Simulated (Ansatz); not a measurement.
Runs of Ansatz 0.2.0 on GaF. It takes space group Pm-3m (No. 221, cubic). Conventional cell: a = 3.166 Å, b = 3.166 Å, c = 3.166 Å, α = 90.00°, β = 90.00°, γ = 90.00°. Ga (site symmetry m-3m) has 8 F at 2.74 Å as nearest neighbours. Around F (site symmetry m-3m) lie 8 Ga at 2.74 Å. The cell was built by a generator and needn't be a form met in nature.

| task | level | cell | k mesh | cutoff (eV) | share of exact exchange | gap on the mesh (eV) | pressure (GPa) | relaxed volume (Å³/atom) |
| --- | --- | --- | --- | --- | --- | --- | --- | --- |
| single point | r2SCAN0 form with a typed share of exact exchange | as given | 5 × 5 × 5 | 500 | 0.15 | 3.24 | -1.9 | - |
| relaxation of cell and atoms | PBE+D3(BJ) | relaxed | 8 × 8 × 8 | 420 | - | 1.47 | 0.0 | 18.69 |
| single point | r2SCAN0 form with a typed share of exact exchange | as given | 5 × 5 × 5 | 500 | 0 | (c) | -2.1 | - |
| single point | r2SCAN0 | as given | 5 × 5 × 5 | 500 | 0.25 | 3.72 | -1.7 | - |
| single point | r2SCAN0 form with a typed share of exact exchange | as given | 5 × 5 × 5 | 500 | 0.5 | 4.96 | -1.1 | - |
| relaxation of cell and atoms | PBE+D3(BJ)-ATM | relaxed | 8 × 8 × 8 | 420 | - | 1.46 | 0.0 | (a) |
| relaxation of cell and atoms | PBE | relaxed | 8 × 8 × 8 | 420 | - | 0.34 | 0.0 | 15.87 |
| relaxation of cell and atoms | PBE+D4 | relaxed | 8 × 8 × 8 | 420 | - | none | 0.0 | (b) |
| single point | r2SCAN0 form with a typed share of exact exchange | as given | 5 × 5 × 5 | 500 | 0.35 | (d) | -1.5 | - |
| single point | r2SCAN0 form with a typed share of exact exchange | as given | 5 × 5 × 5 | 500 | 0.1 | 3.00 | -2.0 | - |

Alike in all rows: potentials or basis Ansatz PAW; no spin polarisation; smearing fermi-dirac 0.05 eV.

Estimate the missing entries.

(a) 18.66; (b) 15.22; (c) 2.53; (d) 4.21.

Caveats: odd divisions of the mesh miss points on the zone boundary, where band edges often lie, so the gap on the mesh can be too wide (some runs); the PAW data sets come from PBE, with cores solved anew for the run's functional, which leaves a small shift of forces and pressure (some runs); the thresholds are loose for stress (some runs); the plane-wave basis is chosen anew once the cell has moved, so the energies of steps on either side of that aren't comparable (some runs); the volume moved by over 15 % at a fixed basis, so the end points are rough (some runs); pairwise dispersion overbinds metals, which lowers pressure and volume (some runs).

A k mesh can miss the band edges, and the runs leave out spin-orbit coupling on Ga.

A gap of «none» marks a metal or a gap under the smearing width.
